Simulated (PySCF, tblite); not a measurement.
# C₆H₆FOS radical: geometry, infrared bands and EPR parameters

What infrared bands and EPR parameters should C₆H₆FOS radical (`C=CC1=[C][S@@](=O)[C@H](F)C1`) show?

Computed with tblite 0.8.0 and PySCF 2.14.0, with density-fitted response routines of our own, on a single molecule in the gas phase. Atoms count from 0, in the outputs and in this text.

### Step 1. The starting structure

15 atoms, charge 0, multiplicity 2; geometry from: force field or distance geometry start.

Bonds of the start (Å): C0–C1 1.33, C1–C2 1.47, C2–C3 1.33, C3–S4 1.80, S4–O5 1.51, S4–C6 1.83, C6–F7 1.36, C6–C8 1.51, C8–C2 1.46, C0–H9 1.09, C0–H10 1.08, C1–H11 1.07, C6–H12 1.11, C8–H13 1.13, C8–H14 1.10.

### Step 2. Optimising the geometry with GFN2-xTB

The job: settings as JSON, then the geometry in Å.

```
{"job": {"kind": "relax", "xc": "GFN2-xTB", "basis": "xTB"}, "charge": 0, "multiplicity": 2}
C      2.389900    -0.931700     0.190600
C      1.700900    -0.314000    -0.758800
C      0.361000     0.245800    -0.520700
C     -0.292600     0.861500    -1.502300
S     -1.851600     1.351500    -0.744000
O     -3.027000     1.215500    -1.680700
C     -1.793300     0.027000     0.510500
F     -2.580400     0.294900     1.585800
C     -0.309700     0.186200     0.770800
H      2.037700    -1.084800     1.209600
H      3.370600    -1.324100    -0.048400
H      2.154700    -0.232900    -1.719900
H     -2.044700    -0.930400     0.017100
H     -0.204200     1.217200     1.212200
H      0.084300    -0.573600     1.456300
```

On the command line:

```console
> OMP_NUM_THREADS=1 python probes_run.py task.json out
```

This one command runs all jobs of the session in turn.

Standard output:

```text
step      E/eV     max force
  0    -755.30235    3.888
  1    -755.58731    1.541
  2    -755.65360    0.936
  3    -755.72614    0.756
  4    -755.75504    0.648
  5    -755.77151    0.409
  6    -755.78099    0.293
  7    -755.79005    0.322
  8    -755.79979    0.243
  9    -755.80801    0.274
 10    -755.81539    0.273
 11    -755.82171    0.305
 12    -755.82784    0.271
 13    -755.83470    0.263
 14    -755.84288    0.245
 15    -755.85105    0.236
 16    -755.85671    0.162
 17    -755.85998    0.175
 18    -755.86269    0.178
 19    -755.86633    0.166
 20    -755.87151    0.228
 21    -755.87775    0.218
 22    -755.88351    0.186
 23    -755.88804    0.200
 24    -755.89169    0.176
 25    -755.89550    0.173
 26    -755.89986    0.187
 27    -755.90394    0.202
 28    -755.90722    0.211
 29    -755.91013    0.150
 30    -755.91312    0.139
 31    -755.91585    0.149
 32    -755.91783    0.107
 33    -755.91907    0.087
 34    -755.91996    0.087
 35    -755.92087    0.119
 36    -755.92198    0.131
 37    -755.92353    0.123
 38    -755.92517    0.098
 39    -755.92682    0.103
 40    -755.92853    0.115
 41    -755.93043    0.164
 42    -755.93267    0.152
 43    -755.93546    0.153
 44    -755.93777    0.148
 45    -755.94106    0.154
 46    -755.94349    0.137
 47    -755.94544    0.081
 48    -755.94629    0.096
 49    -755.94720    0.073
 50    -755.94826    0.072
 51    -755.94883    0.068
 52    -755.94942    0.063
 53    -755.94974    0.046
 54    -755.95003    0.047
 55    -755.95034    0.048
 56    -755.95067    0.052
 57    -755.95091    0.043
 58    -755.95104    0.031
 59    -755.95115    0.027
 60    -755.95124    0.028
 61    -755.95132    0.021
 62    -755.95137    0.021
 63    -755.95142    0.022
 64    -755.95148    0.022
 65    -755.95155    0.021
 66    -755.95160    0.014
 67    -755.95164    0.017
 68    -755.95167    0.016
 69    -755.95171    0.020
 70    -755.95173    0.017
 71    -755.95176    0.011
 72    -755.95178    0.011
 73    -755.95181    0.016
 74    -755.95185    0.022
 75    -755.95191    0.019
 76    -755.95196    0.016
 77    -755.95201    0.019
 78    -755.95205    0.027
 79    -755.95210    0.028
 80    -755.95215    0.022
 81    -755.95222    0.022
 82    -755.95226    0.020
 83    -755.95233    0.026
 84    -755.95239    0.027
 85    -755.95245    0.018
 86    -755.95249    0.013
 87    -755.95252    0.018
 88    -755.95255    0.016
 89    -755.95259    0.017
 90    -755.95264    0.018
 91    -755.95270    0.023
 92    -755.95276    0.023
 93    -755.95282    0.024
 94    -755.95289    0.026
 95    -755.95295    0.049
 96    -755.95304    0.034
 97    -755.95317    0.032
 98    -755.95343    0.032
 99    -755.95352    0.026
100    -755.95365    0.025
101    -755.95381    0.046
102    -755.95392    0.028
103    -755.95408    0.022
104    -755.95429    0.025
105    -755.95436    0.024
106    -755.95446    0.032
107    -755.95458    0.028
108    -755.95472    0.041
109    -755.95486    0.020
110    -755.95491    0.010
111    -755.95493    0.012
112    -755.95494    0.009
```

Run time: 0.83 s. Hardware: 1 thread of Arm Neoverse V1, shared host.

The steps of the relaxation: (not every step is listed)

| step | energy from step 0 (eV) | largest force (eV/Å) |
| --- | --- | --- |
| 0 | 0.0000 | 3.8877 |
| 1 | -0.2850 | 1.5407 |
| 2 | -0.3512 | 0.9358 |
| 3 | -0.4238 | 0.7556 |
| 4 | -0.4527 | 0.6480 |
| 5 | -0.4692 | 0.4094 |
| 6 | -0.4786 | 0.2932 |
| 7 | -0.4877 | 0.3219 |
| 8 | -0.4974 | 0.2430 |
| 17 | -0.5576 | 0.1746 |
| 26 | -0.5975 | 0.1866 |
| 35 | -0.6185 | 0.1188 |
| 44 | -0.6354 | 0.1480 |
| 53 | -0.6474 | 0.0458 |
| 62 | -0.6490 | 0.0211 |
| 71 | -0.6494 | 0.0110 |
| 80 | -0.6498 | 0.0217 |
| 89 | -0.6502 | 0.0171 |
| 98 | -0.6511 | 0.0325 |
| 107 | -0.6522 | 0.0276 |
| 108 | -0.6524 | 0.0414 |
| 109 | -0.6525 | 0.0197 |
| 110 | -0.6526 | 0.0105 |
| 111 | -0.6526 | 0.0122 |
| 112 | -0.6526 | 0.0093 |

Close pairs (by a distance rule), those that changed most:

| bond | before (Å) | after (Å) | change (Å) |
| --- | --- | --- | --- |
| S4–C6 | 1.825 | 1.918 | +0.093 |
| C2–C8 | 1.456 | 1.525 | +0.068 |
| S4–O5 | 1.509 | 1.460 | -0.049 |
| C8–H13 | 1.126 | 1.092 | -0.035 |
| C1–C2 | 1.472 | 1.451 | -0.021 |
| C3–S4 | 1.802 | 1.785 | -0.016 |
| C1–H11 | 1.066 | 1.081 | +0.015 |
| C2–C3 | 1.330 | 1.317 | -0.013 |

The next job starts from the end point, and lists it.

### Step 3. Vibrational analysis with GFN2-xTB

The job: settings as JSON, then the geometry in Å.

```
{"job": {"kind": "ir", "xc": "GFN2-xTB", "basis": "xTB"}, "charge": 0, "multiplicity": 2}
C      2.483106    -0.791429     0.203768
C      1.775523    -0.097809    -0.680567
C      0.370542     0.238079    -0.545526
C     -0.337421     0.900354    -1.437304
S     -2.062754     1.225753    -1.113480
O     -2.828173     0.249040    -1.883396
C     -1.817675     0.403425     0.601911
F     -1.986691     1.391751     1.535109
C     -0.417906    -0.190927     0.687088
H      2.063328    -1.167622     1.121412
H      3.523407    -1.008502     0.034638
H      2.238329     0.261574    -1.589053
H     -2.632056    -0.314291     0.728966
H      0.076682     0.189320     1.583277
H     -0.452654    -1.280725     0.731245
```

Standard output:

```text
mode    cm-1     km/mol
  1      27.4      5.32
  2      81.0      0.66
  3     139.5      2.93
  4     179.1      3.77
  5     219.9     10.65
  6     278.4      1.80
  7     323.1      6.53
  8     374.5      3.32
  9     393.5      9.12
 10     458.6     33.40
 11     466.9      9.09
 12     547.3      3.20
 13     643.4     12.73
 14     663.6      2.10
 15     712.6    100.33
 16     864.9      4.34
 17     883.4      4.48
 18     895.8      6.56
 19     982.7     10.84
 20    1006.1     20.51
 21    1014.1     34.35
 22    1061.5     69.09
 23    1094.4     14.09
 24    1128.9    255.80
 25    1152.7     25.24
 26    1196.0      2.27
 27    1240.0     14.28
 28    1266.6     20.66
 29    1280.9      1.02
 30    1405.2      0.65
 31    1429.0      1.13
 32    1643.1      3.63
 33    1663.3      1.60
 34    2959.5      5.52
 35    2980.3      9.31
 36    2983.9      3.83
 37    3076.2     12.92
 38    3111.5     10.27
 39    3137.9     29.74
```

Wall time 0.55 s (1 thread of Arm Neoverse V1, shared host).

The strongest bands and the atoms that carry them (share of the mass-weighted mode):

| cm⁻¹ | km/mol | atoms |
| --- | --- | --- |
| 459 | 33.4 | C3 26 %, S4 20 %, O5 12 % |
| 713 | 100.3 | C3 65 %, S4 20 % |
| 1014 | 34.4 | C6 23 %, H14 15 %, F7 13 %, C8 11 % |
| 1062 | 69.1 | H12 38 %, C6 23 %, H13 12 % |
| 1129 | 255.8 | O5 58 %, S4 31 % |
| 1153 | 25.2 | H13 36 %, H14 27 %, C6 17 %, H12 12 % |
| 1267 | 20.7 | H12 68 %, C6 19 % |
| 3138 | 29.7 | H10 61 %, H9 28 % |

### Step 4. g tensor and hyperfine couplings: B3LYP/pcH-1

Settings changed since step 3:

```diff
@@ -1,2 +1,2 @@
-{"job": {"kind": "ir", "xc": "GFN2-xTB", "basis": "xTB"}, "charge": 0, "multiplicity": 2}
+{"job": {"kind": "epr", "basis": "pcH-1"}, "charge": 0, "multiplicity": 2}
 C      2.483106    -0.791429     0.203768
```

Method: UKS B3LYP, pcH-1 on C F H O S, non-relativistic, mean-field spin-orbit, GIAO.

Standard output:

```text
UKS, coarse grid
  cycle   1  E = -805.10784075  |g| = 7.96e-01
  cycle   2  E = -802.83018598  |g| = 2.27e+00
  cycle   3  E = -805.26320104  |g| = 3.96e-01
  cycle   4  E = -805.33132604  |g| = 1.58e-01
  cycle   5  E = -805.33940293  |g| = 5.56e-02
  cycle   6  E = -805.34065650  |g| = 2.25e-02
  cycle   7  E = -805.34092505  |g| = 8.85e-03
  cycle   8  E = -805.34097371  |g| = 3.23e-03
  cycle   9  E = -805.34098803  |g| = 2.01e-03
  cycle  10  E = -805.34099549  |g| = 1.19e-03
  cycle  11  E = -805.34099925  |g| = 1.05e-03
  cycle  12  E = -805.34100003  |g| = 2.85e-04
UKS, final grid
  cycle   1  E = -805.34104227  |g| = 3.53e-04
  cycle   2  E = -805.34104226  |g| = 6.41e-04
  cycle   3  E = -805.34104242  |g| = 1.18e-04
  cycle   4  E = -805.34104244  |g| = 1.05e-04
  cycle   5  E = -805.34104248  |g| = 5.00e-05
  cycle   6  E = -805.34104248  |g| = 1.71e-05
E = -805.34104248 Eh   <S^2> = 0.7618 (exact 0.7500)
g shifts (ppm)      1          2          3
  rmc          -173       -173       -173
  gc             37        -24          6
  oz_so        -361        -19       1283
  total        -497       -216       1116
hyperfine (MHz)  atom isotope    a_iso     a_fc   dipolar eigenvalues
    0   13C      -3.39      -3.39     -7.40      2.92      4.47
    1   13C      33.49      33.50     -3.80      1.36      2.45
    2   13C      13.38      13.38    -18.39      1.55     16.84
    3   13C     402.62     402.67    -74.81    -52.27    127.07
    4   33S      21.91      21.87     -8.01     -4.64     12.65
    5   17O      -1.29      -1.18     -8.06      1.65      6.41
    6   13C      46.23      46.20     -7.08     -5.71     12.80
    7   19F      14.90      14.76    -30.90    -27.57     58.47
    8   13C      48.59      48.64     -6.51     -5.40     11.91
    9    1H       2.58       2.58     -2.08     -1.22      3.30
   10    1H       3.35       3.35     -1.20     -0.90      2.10
   11    1H      -3.29      -3.29     -4.48     -2.80      7.28
   12    1H       7.45       7.45     -3.81     -1.15      4.97
   13    1H      -2.44      -2.43     -3.76     -0.98      4.74
   14    1H     -10.82     -10.81     -3.81     -1.53      5.34
```

Wall time 1.9 min (1 thread of Arm Neoverse V1, shared host); peak memory 0.98 GiB.

Principal g values 2.00182, 2.00210, 2.00343; g(iso) = 2.00245, against 2.00232 for a free electron.

Hyperfine couplings, nucleus by nucleus at this fixed geometry (no averaging over rotations):

| nuclei | isotope | a(iso) (MHz) | a(iso) (G, at g = 2.0023) | largest dipolar term (MHz) |
| --- | --- | --- | --- | --- |
| C3 | 13C | 402.6 | 143.7 | 127.1 |
| C8 | 13C | 48.6 | 17.3 | 11.9 |
| C6 | 13C | 46.2 | 16.5 | 12.8 |
| C1 | 13C | 33.5 | 11.9 | -3.8 |
| S4 | 33S | 21.9 | 7.8 | 12.6 |
| F7 | 19F | 14.9 | 5.3 | 58.5 |
| C2 | 13C | 13.4 | 4.8 | -18.4 |
| H14 | 1H | -10.8 | -3.9 | 5.3 |
| H12 | 1H | 7.5 | 2.7 | 5.0 |
| C0 | 13C | -3.4 | -1.2 | -7.4 |
| H10 | 1H | 3.3 | 1.2 | 2.1 |
| H11 | 1H | -3.3 | -1.2 | 7.3 |
| H9 | 1H | 2.6 | 0.9 | 3.3 |
| H13 | 1H | -2.4 | -0.9 | 4.7 |

Mulliken spin populations:

C0 -0.05; C1 0.04; C2 -0.12; C3 0.95; S4 0.02; O5 0.02; C6 0.06; F7 0.01; C8 0.07; H9 0.00; H10 0.00; H11 0.00; H12 0.00; H13 0.00; H14 -0.01

In first order the couplings over 0.8 MHz of 19F, 1H give 128 distinct lines over 16.0 G.

Orbitals, density, ELF and potential are computed afterwards from the orbital file.

ELF in a plane through or near 9 of the atoms.

Values, 10 rows by 14 columns:
```
0.00 0.00 0.00 0.00 0.00 0.00 0.00 0.00 0.00 0.00 0.00 0.00 0.00 0.00
0.00 0.00 0.00 0.00 0.00 0.00 0.00 0.00 0.00 0.00 0.00 0.00 0.00 0.00
0.00 0.00 0.00 0.01 0.35 0.01 0.15 0.34 0.01 0.01 0.00 0.00 0.00 0.00
0.00 0.00 0.01 0.10 0.96 0.44 0.60 0.87 0.22 0.22 0.03 0.00 0.00 0.00
0.00 0.00 0.85 0.77 0.70 0.29 0.22 0.39 0.94 0.23 0.21 0.01 0.00 0.00
0.00 0.01 0.99 0.97 0.60 0.41 0.64 0.70 0.13 0.90 0.30 0.03 0.00 0.00
0.00 0.00 0.14 0.04 0.51 0.43 0.61 0.84 0.77 0.37 0.55 0.09 0.00 0.00
0.00 0.00 0.00 0.03 0.99 0.94 0.07 0.75 0.77 0.49 0.39 0.06 0.00 0.00
0.00 0.00 0.00 0.00 0.32 0.07 0.06 0.77 0.33 0.02 0.04 0.00 0.00 0.00
0.00 0.00 0.00 0.00 0.00 0.00 0.00 0.05 0.01 0.00 0.00 0.00 0.00 0.00
```
The map spans 12.5 Å across and 8.7 Å up, centred on the molecule. Atoms in the plane (x, y in Å): C0 (-2.6, 0.2), C1 (-1.7, -0.8), C2 (-0.3, -0.6), C3 (0.6, -1.6), S4 (2.3, -1.2), C6 (1.9, 0.6), C8 (0.4, 0.7), H10 (-3.7, 0.0), H11 (-2.1, -1.8).

On the surface of density 0.002 e/bohr³ the electrostatic potential runs, from the 1st to the 99th percentile, from -1.93 V near O5 to 1.30 V near H9.

The spin density lies nearest to C3 70 %; C2 6 % (beta excess).

### Step 5. Results

| quantity | value |
| --- | --- |
| strongest single infrared mode (GFN2-xTB) | 1129 cm⁻¹, 256 km/mol |
| zero-point energy (GFN2-xTB) | 64.3 kcal/mol |
| g(iso) (B3LYP) | 2.00245 |
| ⟨S²⟩ | 0.762 (exact 0.75) |
| largest a(iso) | 13C on C3, 402.6 MHz |
| potential on the surface of density 0.002 e/bohr³, 1st and 99th percentile | -1.93 V and 1.30 V |

In words: Over 112 steps the energy fell by 0.653 eV; of the close pairs, S4–C6 changed most, 1.825 to 1.918 Å. No mode is imaginary among the 39: a minimum at this level. The strongest single mode, at 1129 cm⁻¹, moves mainly O5 and S4. GFN2-xTB is a fitted tight-binding method: band positions and strengths are rough. Its intensities can rank the bands wrongly. C3 carries the largest spin population, 0.95 e. The isotropic g lies 0.1 ppt above the free-electron value. The conformer search found further structures of the same energy, which may be mirror or relabelled copies of this one.
